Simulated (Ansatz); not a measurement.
**C₂H₁₀GeSi: one species, many methods**

An exercise on one series of results from a longer session: the logs are not shown, and one member is left open.

Method: functionals in def2-TZVPP, the program's frozen cores in correlated methods; program: Ansatz 0.2.0, Gaussian basis.

Levels to be run: PBE-D4, r2SCAN-D4, PBE0-D4, B3LYP-D4, ωB97X-V, ωB97M-V, B2PLYP; CCSD(T)/def2-TZVPP; MP2/def2-QZVPP; extrapolation to the limit.

**The geometry**

The geometry comes from an earlier relaxation with PBE0-D4 in a triple-zeta def2 set; it is a stationary point, not always the lowest conformer.

14 atoms, charge 0, spin multiplicity 1.

Atoms are counted from 1 here; the program's logs count them from 0.

Bond lengths: C1–Si2 1.878 Å, C1–H5 1.092 Å, C1–H6 1.092 Å, C1–H7 1.092 Å, Si2–Ge3 2.382 Å, Si2–H8 1.491 Å, Si2–H9 1.490 Å, Ge3–C4 1.962 Å, Ge3–H10 1.545 Å, Ge3–H11 1.543 Å, C4–H12 1.090 Å, C4–H13 1.091 Å, C4–H14 1.091 Å. Angles: Si2–C1–H5 110.8°, Si2–C1–H6 110.9°, Si2–C1–H7 110.7°, H5–C1–H6 108.2°, H5–C1–H7 108.1°, H6–C1–H7 108.1°, C1–Si2–Ge3 111.1°, C1–Si2–H8 109.8°, C1–Si2–H9 110.1°, Ge3–Si2–H8 108.8°, Ge3–Si2–H9 109.7°, H8–Si2–H9 107.4°, Si2–Ge3–C4 111.2°, Si2–Ge3–H10 109.8°, Si2–Ge3–H11 110.6°, C4–Ge3–H10 108.8°, C4–Ge3–H11 109.2°, H10–Ge3–H11 107.1° and more.

The first run:

Input file in.yaml:

```yaml
crystal:
  periodic: [false, false, false]
  atoms:
    - {symbol: C, position_ang: [-1.357613, 1.675932, 0.287373]}
    - {symbol: Si, position_ang: [-0.025510, 0.773873, 1.255745]}
    - {symbol: Ge, position_ang: [1.323812, -0.560717, -0.184038]}
    - {symbol: C, position_ang: [0.234023, -1.855997, -1.176866]}
    - {symbol: H, position_ang: [-0.912507, 2.336352, -0.460126]}
    - {symbol: H, position_ang: [-1.978969, 2.281686, 0.950650]}
    - {symbol: H, position_ang: [-2.006755, 0.966416, -0.230850]}
    - {symbol: H, position_ang: [-0.656650, -0.110415, 2.277622]}
    - {symbol: H, position_ang: [0.831703, 1.752857, 1.982169]}
    - {symbol: H, position_ang: [2.066353, 0.342772, -1.193243]}
    - {symbol: H, position_ang: [2.398645, -1.316243, 0.624945]}
    - {symbol: H, position_ang: [0.863393, -2.455031, -1.835836]}
    - {symbol: H, position_ang: [-0.510311, -1.337969, -1.783186]}
    - {symbol: H, position_ang: [-0.282614, -2.522715, -0.485357]}
basis:
  gaussian: {orbitals: def2-TZVPP}
hamiltonian: {xc: pbe, dispersion: d4}
output: {forces: true, orbitals: {seedname: orbitals}}
```

On the command line:

```console
$ ansatz run in.yaml --threads 2 --pin off --events-out ev --progress --plain --max-ram 22528MiB --backend cuda --devices 0, --max-vram 18GiB
```

Steps of the session up to this table: PBE-D4 (GGA); r2SCAN-D4 (meta-GGA); PBE0-D4 (hybrid); B3LYP-D4 (hybrid); ωB97X-V (range-separated); ωB97M-V (range-separated); B2PLYP (double hybrid); CCSD(T) in def2-TZVPP; MP2 in def2-QZVPP.

One of the session's tables, all rows but one given; the rest of the session is left out.

It belongs to the step «Atomisation energies». 

```
            method  atomisation energy (kJ/mol)
            PBE-D4                       4671.1
         r2SCAN-D4                       4677.5
           PBE0-D4                       4653.0
          B3LYP-D4                       4665.3
           ωB97X-V                       4692.4
           ωB97M-V                       4665.8
            B2PLYP                       4613.9
     HF/def2-TZVPP                       3560.7
    MP2/def2-TZVPP                       4570.6
   CCSD/def2-TZVPP                            ?
CCSD(T)/def2-TZVPP                       4591.2
           MP2/CBS                       4660.9
       CCSD(T)/CBS                       4681.4
```

Estimate the missing values for CCSD/def2-TZVPP.

**Answer.** atomisation energy (kJ/mol): 4547.6. In the column «atomisation energy (kJ/mol)» it lies between HF/def2-TZVPP (3560.7) and MP2/def2-TZVPP (4570.6).
